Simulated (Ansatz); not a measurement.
Predict the output of the script below (the Python package of Ansatz (0.2.0)).

The script, `pdos_ytl.py`:
```python
"""Projected density of states of YTl."""

from collections import Counter
import json

import ansatz as az
import numpy as np

XC = "lda"
KSPACING = 0.29
SMEARING = "cold"
SIGMA = 0.15
EXTRA_BANDS = 10


def main() -> None:
    crystal = (
        az.Lattice.cubic(3.751)
        .space_group(221)
        .atom("Y", (0.5, 0.5, 0.5))
        .atom("Tl", (0.0, 0.0, 0.0))
    )

    job = (
        crystal.calculation()
        .functional(XC)
        .basis(31 * az.Ry)
        .kpoints(spacing=KSPACING)
        .occupations(SMEARING, width=SIGMA)  # fractional filling near the Fermi level
        .scf(extra_bands=EXTRA_BANDS)
        .density_of_states(projected=True, energy_step=0.1)  # states per eV and cell
    )
    out = job.run(events_out="events.ndjson")
    summary = out.report
    with open("events.ndjson") as stream:
        kinds = Counter(json.loads(line)["event"] for line in stream)
    print("events:", {kind: kinds[kind] for kind in ("scf_iter", "scf_done", "notice", "finished")})

    dos = out.density_of_states()
    energy = np.asarray(dos.energies_ev) - dos.fermi_ev
    curves = {}
    for site in out.projected_density_of_states().sites:
        for shell in site.shells:
            weight = sum(np.sum(curve.g_bin_mean_per_ev, axis=0) for curve in shell.curves)
            name = f"{site.species} {shell.label}"
            curves[name] = curves.get(name, 0) + weight

    step = energy[1] - energy[0]
    windows = [(-10, -5), (-5, 0), (0, 6)]
    print("states by shell in windows of E - E_F (eV):", windows)
    for name, g in curves.items():
        print(f"{name:8s}", " ".join(f"{step * g[(energy >= a) & (energy < b)].sum():8.3f}" for a, b in windows))
    filled = (energy < 0) & (energy > -10)
    for name, g in curves.items():
        if g[filled].sum() * step > 0.5:
            print(f"centre of {name}: {np.average(energy[filled], weights=g[filled]):.2f} eV")


if __name__ == "__main__":
    main()
```

`python pdos_ytl.py` gives:
```text
events: {'scf_iter': 6, 'scf_done': 1, 'notice': 2, 'finished': 1}
states by shell in windows of E - E_F (eV): [(-10, -5), (-5, 0), (0, 6)]
Y 4S        0.009    0.028    0.005
Y 5S        0.186    0.160    0.345
Y 4P        0.030    0.054    0.025
Y 4D        0.327    1.773    6.916
Tl 6S       1.215    0.110    0.578
Tl 6P       0.204    1.843    1.826
Tl 5D       0.019    0.035    0.064
centre of Y 4D: -2.00 eV
centre of Tl 6S: -6.44 eV
centre of Tl 6P: -2.14 eV
```

For a metal this k-point mesh is coarse: on a finer one energies can move by several to tens of meV an atom and pressures by half a GPa or more, differences at one mesh by less. Spin-orbit coupling, which matters for elements this heavy, is left out. The structure is a deposited one; some such entries were measured under pressure or heat, so a shift against it needn't be the functional's error alone. Curves are summed over the cell's atoms. Only shells that the potentials hold have channels, so projections don't add up to the total, least of all where a shell is missing (p of most metals); heights and places of peaks move with the mesh. The computed bands are complete only to about 8.0 eV above the Fermi level; beyond that the density of states is undercounted. A band centre counts only the states inside the window taken. Run time: 1.5 s on 1 thread of Intel(R) Xeon(R) Platinum 8488C (Sapphire Rapids), on a shared host, peak memory 0.39 GiB.
